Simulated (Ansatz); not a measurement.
# C2H7NSi: small, medium and large basis sets

The task here is to estimate one member of a computed series from the others.

Computed with Ansatz 0.2.0, Gaussian basis. Level: one geometry, several basis sets.

Plan: PBE0-D4/def2-SVP; ωB97M-V/def2-SVP; PBE0-D4/def2-QZVPP; ωB97M-V/def2-QZVPP; the functionals' def2-TZVPP values are taken from earlier runs.

### The relaxed structure

An earlier PBE0-D4 in a triple-zeta def2 set relaxation fixed the geometry.

SMILES `C=NC[SiH3]`, 11 atoms, charge 0, spin multiplicity 1.

Atoms are counted from 1 here; the program's logs count them from 0.

Bond lengths: C1–N2 1.259 Å, C1–H5 1.089 Å, C1–H6 1.099 Å, N2–C3 1.436 Å, C3–Si4 1.892 Å, C3–H7 1.095 Å, C3–H8 1.102 Å, Si4–H9 1.487 Å, Si4–H10 1.484 Å, Si4–H11 1.488 Å. Angles: N2–C1–H5 119.2°, N2–C1–H6 123.2°, H5–C1–H6 117.5°, C1–N2–C3 118.6°, N2–C3–Si4 109.6°, N2–C3–H7 109.0°, N2–C3–H8 113.6°, Si4–C3–H7 106.9°, Si4–C3–H8 109.5°, H7–C3–H8 108.0°, C3–Si4–H9 109.5°, C3–Si4–H10 110.5°, C3–Si4–H11 108.9°, H9–Si4–H10 109.4°, H9–Si4–H11 109.1°, H10–Si4–H11 109.4°.

Set-up of the first run:

in.yaml

```yaml
crystal:
  periodic: [false, false, false]
  atoms:
    - {symbol: C, position_ang: [-0.639351, 1.869334, 0.363863]}
    - {symbol: N, position_ang: [-0.998594, 0.713074, 0.017997]}
    - {symbol: C, position_ang: [-0.299048, -0.417007, 0.562558]}
    - {symbol: Si, position_ang: [0.706291, -1.257428, -0.802717]}
    - {symbol: H, position_ang: [-1.145865, 2.733452, -0.063221]}
    - {symbol: H, position_ang: [0.166886, 2.058964, 1.086583]}
    - {symbol: H, position_ang: [-1.029882, -1.151367, 0.917890]}
    - {symbol: H, position_ang: [0.365225, -0.161731, 1.404491]}
    - {symbol: H, position_ang: [1.729596, -0.311269, -1.319907]}
    - {symbol: H, position_ang: [-0.179773, -1.683047, -1.914536]}
    - {symbol: H, position_ang: [1.389914, -2.450075, -0.232401]}
basis:
  gaussian: {orbitals: def2-SVP}
hamiltonian: {xc: pbe0, dispersion: d4}
output: {orbitals: {seedname: orbitals}}
```

The run is started by

```bash
$ ansatz run in.yaml --threads 2 --pin off --events-out ev --progress --plain --max-ram 4352MiB
```

Among the steps run: PBE0-D4 in def2-SVP; ωB97M-V in def2-SVP; PBE0-D4 in def2-QZVPP; ωB97M-V in def2-QZVPP.

One table of the session follows, with a row left open; its other results are not shown here.

It belongs to the step «Functionals by basis». 

```
functional       basis  HOMO (eV)  LUMO (eV)
   PBE0-D4    def2-SVP      -7.32      -0.26
   PBE0-D4  def2-TZVPP      -7.49      -0.50
   PBE0-D4  def2-QZVPP      -7.52      -0.58
   ωB97M-V    def2-SVP          ?          ?
   ωB97M-V  def2-TZVPP      -9.88       1.66
   ωB97M-V  def2-QZVPP      -9.90       1.47
```

**Question.** Estimate the row for ωB97M-V, def2-SVP.

**Answer.** HOMO (eV): -9.68; LUMO (eV): 2.04. In the column «HOMO (eV)» it lies between ωB97M-V, def2-TZVPP (-9.88) and PBE0-D4, def2-QZVPP (-7.52).
